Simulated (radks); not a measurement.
**Ionisation of Os³⁺: one atom, several choices of exchange strength α**

One table from this session's results is given with a row withheld; the runs are named, their logs left out.

Program: radks (a radial shooting solver on a logarithmic mesh, Libxc functionals) version 1. Level of theory: scalar-relativistic Kohn-Sham, spin-polarised, spherical densities, point nucleus; open shells are filled with parallel spins first. These are calculated values, not measurements, unless marked.

## The atom as given

```
element       : osmium (Z = 76)
charge        : +3
electrons     : 73
configuration : [Xe] 4f14 5d5
ion           : Os⁴⁺, [Xe] 4f14 5d4
choices       : α = 0.588; α = 0.622; α = 0.654; α = 0.667; α = 0.895; α = 0.903
```

Outer shells as boxes (Hund's rule):

Os³⁺
```
[Xe] core
4f [↑↓][↑↓][↑↓][↑↓][↑↓][↑↓][↑↓]
5d [↑ ][↑ ][↑ ][↑ ][↑ ]
```

Os⁴⁺
```
[Xe] core
4f [↑↓][↑↓][↑↓][↑↓][↑↓][↑↓][↑↓]
5d [↑ ][↑ ][↑ ][↑ ][  ]
```

The first run:

The run's settings:

```text
Z 76
configuration [Xe] 4f14 5d5
relativity scalar-relativistic
functional xalpha 0.588
spin polarised
nucleus point
c 137.035999084
```

Among the steps run: α = 0.588: Os³⁺.

One table of the session follows, with a row left open; its other results are not shown here.

It belongs to the step «α = 0.588: Os³⁺». Radial moments (bohr):

| level | <r> | outermost maximum (interpolated) | 90 % within | nodes |
| --- | --- | --- | --- | --- |
| 5s up | 1.010 | 0.917 | 1.45 | 4 |
| 5s down | 1.002 | 0.912 | 1.43 | 4 |
| 5p up | ? | ? | ? | ? |
| 4f up | 0.5624 | 0.406 | 0.921 | 0 |
| 4f down | 0.5583 | 0.406 | 0.912 | 0 |
| 5p down | 1.159 | 1.03 | 1.68 | 3 |
| 5d up | 1.642 | 1.35 | 2.49 | 2 |
| 5d down | 1.638 | 1.33 | 2.50 | 2 |

Q: Estimate the row for 5p up from the others.

**Answer.** <r>: 1.171; outermost maximum (interpolated): 1.04; 90 % within: 1.70; nodes: 3. In the column «<r>» it lies between 5p down (1.159) and 5d down (1.638).

Caveats from the session: Open shells are spherical and high-spin; term and fine-structure splittings are not resolved.
